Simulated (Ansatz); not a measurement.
# Sn: the cost of one run

Program: Ansatz 0.2.0. Level of theory: DFT PBEsol, scalar-relativistic, plane waves, PAW. These are calculated values, not measurements.

1 further run of the same task is left out (set aside as unsound or not needed).

## 1. The structure to begin with

Symmetry: I4_1/amd, No. 141, tetragonal system. Conventional cell: a = 5.838 Å, b = 5.838 Å, c = 3.153 Å, α = 90.00°, β = 90.00°, γ = 90.00°. Around Sn (site symmetry -4m2) lie 6 Sn at 3.02 to 3.15 Å.

Structure file:

```
CELL_PARAMETERS angstrom
-2.91889 2.91889 1.57631
2.91889 -2.91889 1.57631
2.91889 2.91889 -1.57631
ATOMIC_POSITIONS crystal
Sn 0.00000 0.00000 0.00000
Sn 0.75000 0.25000 0.50000
```

This cell was relaxed beforehand with the same method: volume 26.86 Å³/atom, gap on the mesh none (metal).

## 2. Bulk reference on the slab's mesh

input.yaml reads:

```yaml
crystal:
  lattice:
    - [3.1526176509, 0.0, 0.0]
    - [0.0, 5.8377784409, 0.0]
    - [1.5763088254, -2.9188892204, 2.9188892204]
  atoms:
    - { symbol: Sn, position: [0.0, 0.0, 0.0] }
    - { symbol: Sn, position: [0.75, 0.5, 0.0] }
basis:
  ecutwfc: 420
kpoints:
  mp_grid: { grid: [11, 6, 12] }
hamiltonian:
  xc: pbesol
scf:
  occupations: { method: gaussian, width: 0.1 }
output:
  forces: true
  stress: true
  eigenvalues: true
```

Started as:

```bash
ansatz run input.yaml --threads 1 --pin off --max-ram 2560MiB --backend cpu --events-out ev --progress --plain --runs-dir out
```

**Question.** How long does this run take on 1 thread of Arm Neoverse V1, shared host, and how much memory does it need?

About 13 s, with a peak of 0.45 GiB.
